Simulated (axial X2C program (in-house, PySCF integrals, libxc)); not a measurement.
# HfSe⁻: properties at the nuclei

Aim: properties at the nuclei of HfSe⁻, with spin–orbit coupling in the Hamiltonian from the start.

Computed with an in-house X2C program for linear molecules on PySCF integrals. Level: two-component X2C with atomic mean-field terms, Hf dyall-acv3z, Se dyall-acv3z.

All values are calculated.

**1. Input**

task.json reads:

```json
{"zs": [72, 34], "q": -1, "bas": ["dyall-acv3z", "dyall-acv3z"], "r0": 2.35, "levels": ["PBE0", "HF", "BP86", "B3LYP", "PBE50"], "nst": 3}
```

Keys: zs atomic numbers; q charge; bas basis sets; r0 starting distance in Å; levels methods (HF also brings MP2); nst determinants followed.

Command:

```bash
> python soeom.py task.json out
```

Nuclei are Gaussian, cores are contracted, and the Gaunt term is on.

**2. Expectation values, lowest determinant**

R = 2.381 Å. State: Ω = 3/2 (excess of +ω over −ω: ω = 3/2).

Output of the PBE0 run:

```text
two-component X2C + atomic mean field  PBE0
basis functions 312  fitting functions 1619  grid points 5803
iter        total energy     max residual
   1     -17499.377322863     1.18e+01
   2     -17501.805819708     1.03e+01
   3     -17503.141420209     7.82e+00
   4     -17504.952991141     1.32e+00
   5     -17505.086232355     1.72e+00
   6     -17505.276194135     7.05e-01
   7     -17505.279438569     8.16e-01
   8     -17505.354101340     4.34e-01
   9     -17505.376878779     2.26e-01
  10     -17505.382683422     3.00e-01
  11     -17505.390963100     2.86e-01
  12     -17505.392746077     1.78e-01
  13     -17505.394874869     9.84e-02
  14     -17505.395336614     8.15e-02
  15     -17505.395903253     5.03e-02
  16     -17505.396056273     4.39e-02
  17     -17505.396292037     2.79e-02
  18     -17505.396352346     1.88e-02
  19     -17505.396442034     6.78e-03
  20     -17505.396477841     6.59e-03
  21     -17505.396508374     3.22e-03
  22     -17505.396523435     4.74e-03
  23     -17505.396532565     5.16e-03
  24     -17505.396538359     4.54e-03
  25     -17505.396542498     4.44e-03
  26     -17505.396545760     1.34e-03
  27     -17505.396547917     8.52e-04
  28     -17505.396550306     7.47e-04
  29     -17505.396551651     1.52e-03
  30     -17505.396552863     6.15e-04
  31     -17505.396553932     1.12e-03
  32     -17505.396554259     9.89e-04
  33     -17505.396554411     5.21e-04
  34     -17505.396554478     5.07e-04
  35     -17505.396554546     2.91e-04
  36     -17505.396554574     2.75e-04
  37     -17505.396554595     1.13e-04
  38     -17505.396554609     9.31e-05
  39     -17505.396554619     8.15e-05
  40     -17505.396554625     8.34e-05
  41     -17505.396554627     1.60e-04
  42     -17505.396554630     1.06e-04
  43     -17505.396554631     6.27e-05
  44     -17505.396554632     6.86e-05
  45     -17505.396554633     6.94e-05
  46     -17505.396554633     3.12e-05
  47     -17505.396554633     3.57e-05
  48     -17505.396554633     1.92e-05
  49     -17505.396554633     1.60e-05
  50     -17505.396554633     8.23e-06
converged
one-electron -25166.40744760  Coulomb 7531.75464285  exact exchange -98.65440032  xc functional -302.55116275  nuclear repulsion 544.06795982  atomic mean-field constant -13.60614664
```

The highest occupied spinor is 95% Hf d.

```tsv
level	Eeff magnitude (GV/cm)	Ws magnitude Hf (kHz)	A∥/gI Hf (MHz)	qzz Hf (a.u.)	A∥/gI Se (MHz)	qzz Se (a.u.)
PBE0	12	8.05	119	-3.85	-6.72	-1.32
HF	47.9	32.7	-166	-3.91	-20.1	-1.60
BP86	6.45	4.4	261	-3.44	0.255	-1.23
B3LYP	7.22	5.11	319	-3.58	0.172	-1.25
PBE50	24	16.2	-9.03	-4.28	-12	-1.39
```

Eeff is the effective electric field on the electron dipole moment in this Ω state and Ws the scalar–pseudoscalar constant (defined with the proton number Z and per Ω); A∥ is the parallel hyperfine constant, which follows by multiplying with the nuclear g factor gI = μI/(I μN); qzz is the electric field gradient, eQq0 = 234.96 MHz × Q/barn × qzz. The operators were transformed with the bare-nucleus X2C matrices.

**3. Expectation values, a higher determinant**

R = 2.381 Å. State: Ω = 1/2 (excess of +ω over −ω: ω = 1/2), 0.29 eV above the lowest in the PBE0 search for states (made at or near this distance, with looser thresholds).

Output of the PBE0 run:

```text
two-component X2C + atomic mean field  PBE0
basis functions 312  fitting functions 1619  grid points 5803
iter        total energy     max residual
   1     -17499.299163999     1.18e+01
   2     -17501.778403281     1.03e+01
   3     -17503.101064980     7.90e+00
   4     -17504.944053986     1.30e+00
   5     -17505.173112193     1.36e+00
   6     -17505.303257824     6.55e-01
   7     -17505.335911455     6.82e-01
   8     -17505.354933666     5.66e-01
   9     -17505.372090679     2.41e-01
  10     -17505.377455497     2.16e-01
  11     -17505.381993680     1.15e-01
  12     -17505.383939541     6.59e-02
  13     -17505.384909888     4.58e-02
  14     -17505.385141080     3.34e-02
  15     -17505.385367807     3.52e-02
  16     -17505.385445152     3.03e-02
  17     -17505.385544487     1.79e-02
  18     -17505.385564440     1.71e-02
  19     -17505.385598800     4.92e-03
  20     -17505.385605454     6.44e-03
  21     -17505.385621818     1.60e-03
  22     -17505.385627133     3.01e-03
  23     -17505.385629652     6.49e-03
  24     -17505.385631275     3.20e-03
  25     -17505.385632825     1.45e-03
  26     -17505.385633242     1.06e-03
  27     -17505.385633702     7.13e-04
  28     -17505.385633804     1.37e-03
  29     -17505.385633964     6.57e-04
  30     -17505.385634056     6.90e-04
  31     -17505.385634140     1.80e-04
  32     -17505.385634212     2.48e-04
  33     -17505.385634244     2.52e-04
  34     -17505.385634268     2.85e-04
  35     -17505.385634274     4.87e-04
  36     -17505.385634285     1.54e-04
  37     -17505.385634288     2.11e-04
  38     -17505.385634292     7.28e-05
  39     -17505.385634294     9.74e-05
  40     -17505.385634296     3.81e-05
  41     -17505.385634296     5.38e-05
  42     -17505.385634297     1.97e-05
  43     -17505.385634297     4.36e-05
  44     -17505.385634297     2.81e-05
  45     -17505.385634297     2.02e-05
  46     -17505.385634297     1.62e-05
  47     -17505.385634297     5.50e-06
converged
one-electron -25163.44345341  Coulomb 7528.74971616  exact exchange -98.64045487  xc functional -302.51325537  nuclear repulsion 544.06795982  atomic mean-field constant -13.60614664
```

The highest occupied spinor is 44% Hf d, 42% Hf p, 10% Se p.

```tsv
level	Eeff magnitude (GV/cm)	Ws magnitude Hf (kHz)	A∥/gI Hf (MHz)	qzz Hf (a.u.)	A∥/gI Se (MHz)	qzz Se (a.u.)
PBE0	4.86	10.9	1670	-6.53	59.8	-1.33
HF	4.82	11.4	2040	-9.01	-15.3	-1.74
BP86	4.31	10	1390	-6.23	94.2	-1.23
B3LYP	3.78	8.57	1400	-6.72	54.6	-1.32
PBE50	3.22	6.55	1690	-7.40	24.7	-1.47
```

**4. Expectation values, a higher determinant**

R = 2.381 Å. State: Ω = 5/2 (excess of +ω over −ω: ω = 5/2), 0.32 eV above the lowest in the PBE0 search for states (made at or near this distance, with looser thresholds).

Output of the PBE0 run:

```text
two-component X2C + atomic mean field  PBE0
basis functions 312  fitting functions 1619  grid points 5803
iter        total energy     max residual
   1     -17499.362829347     1.18e+01
   2     -17501.782001721     1.03e+01
   3     -17503.114938758     7.86e+00
   4     -17504.939188657     1.31e+00
   5     -17505.082263156     1.70e+00
   6     -17505.265005842     7.30e-01
   7     -17505.270788901     8.09e-01
   8     -17505.342775210     4.30e-01
   9     -17505.365091720     2.25e-01
  10     -17505.371061112     2.98e-01
  11     -17505.379286263     2.83e-01
  12     -17505.381180147     1.60e-01
  13     -17505.383014608     1.10e-01
  14     -17505.383486780     8.08e-02
  15     -17505.384035383     4.36e-02
  16     -17505.384212421     4.06e-02
  17     -17505.384410992     2.69e-02
  18     -17505.384469346     1.73e-02
  19     -17505.384549883     6.92e-03
  20     -17505.384583589     6.30e-03
  21     -17505.384610186     3.02e-03
  22     -17505.384623839     3.97e-03
  23     -17505.384631534     3.65e-03
  24     -17505.384636719     4.14e-03
  25     -17505.384639894     5.04e-03
  26     -17505.384642171     2.11e-03
  27     -17505.384644158     8.32e-04
  28     -17505.384645961     6.08e-04
  29     -17505.384647196     1.35e-03
  30     -17505.384648326     6.05e-04
  31     -17505.384649295     9.66e-04
  32     -17505.384649650     8.52e-04
  33     -17505.384649792     6.78e-04
  34     -17505.384649866     4.71e-04
  35     -17505.384649931     3.34e-04
  36     -17505.384649958     2.20e-04
  37     -17505.384649975     1.08e-04
  38     -17505.384649984     9.16e-05
  39     -17505.384649990     1.11e-04
  40     -17505.384649991     2.27e-04
  41     -17505.384649994     9.99e-05
  42     -17505.384649995     5.81e-05
  43     -17505.384649996     8.23e-05
  44     -17505.384649996     5.53e-05
  45     -17505.384649997     2.60e-05
  46     -17505.384649997     3.90e-05
  47     -17505.384649997     2.34e-05
  48     -17505.384649997     1.12e-05
  49     -17505.384649997     5.34e-06
converged
one-electron -25165.94926367  Coulomb 7531.30009443  exact exchange -98.65253483  xc functional -302.54475911  nuclear repulsion 544.06795982  atomic mean-field constant -13.60614664
```

The highest occupied spinor is 97% Hf d.

```tsv
level	Eeff magnitude (GV/cm)	Ws magnitude Hf (kHz)	A∥/gI Hf (MHz)	qzz Hf (a.u.)	A∥/gI Se (MHz)	qzz Se (a.u.)
PBE0	10.9	4.13	503	-4.14	-0.782	-1.31
HF	30.8	12.1	803	-5.04	-14.7	-1.64
BP86	7.44	2.8	423	-3.80	2.24	-1.22
B3LYP	6.3	2.41	389	-3.86	-3.08	-1.23
PBE50	15.7	6.05	582	-4.54	-5.02	-1.39
```

**5. Outcome**

| quantity | value |
| --- | --- |
| lowest determinant | Ω = 3/2 (excess of +ω over −ω: ω = 3/2) |
| Eeff magnitude (GV/cm), PBE0 | 12 |
| Ws magnitude Hf (kHz), PBE0 | 8.05 |
| A∥/gI Hf (MHz), PBE0 | 119 |
| qzz Hf (a.u.), PBE0 | -3.85 |
| higher determinant | Ω = 1/2 (excess of +ω over −ω: ω = 1/2) |
| Eeff magnitude (GV/cm), PBE0, higher determinant | 4.86 |
| Ws magnitude Hf (kHz), PBE0, higher determinant | 10.9 |
| A∥/gI Hf (MHz), PBE0, higher determinant | 1670 |
| qzz Hf (a.u.), PBE0, higher determinant | -6.53 |
| higher determinant | Ω = 5/2 (excess of +ω over −ω: ω = 5/2) |
| Eeff magnitude (GV/cm), PBE0, higher determinant | 10.9 |
| Ws magnitude Hf (kHz), PBE0, higher determinant | 4.13 |
| A∥/gI Hf (MHz), PBE0, higher determinant | 503 |
| qzz Hf (a.u.), PBE0, higher determinant | -4.14 |

What this shows: In the first state, the effective field runs from 6.45 to 47.9 GV/cm over the mean-field levels, so the levels don't agree on it. The expectation values come from single determinants, which for open shells can mix terms of unlike spin or miss the lowest Ω, so a determinant need not be a state. Eeff is the effective electric field on the electron dipole moment in this Ω state and Ws the scalar–pseudoscalar constant (defined with the proton number Z and per Ω); A∥ is the parallel hyperfine constant, which follows by multiplying with the nuclear g factor gI = μI/(I μN); qzz is the electric field gradient, eQq0 = 234.96 MHz × Q/barn × qzz. The operators were transformed with the bare-nucleus X2C matrices.
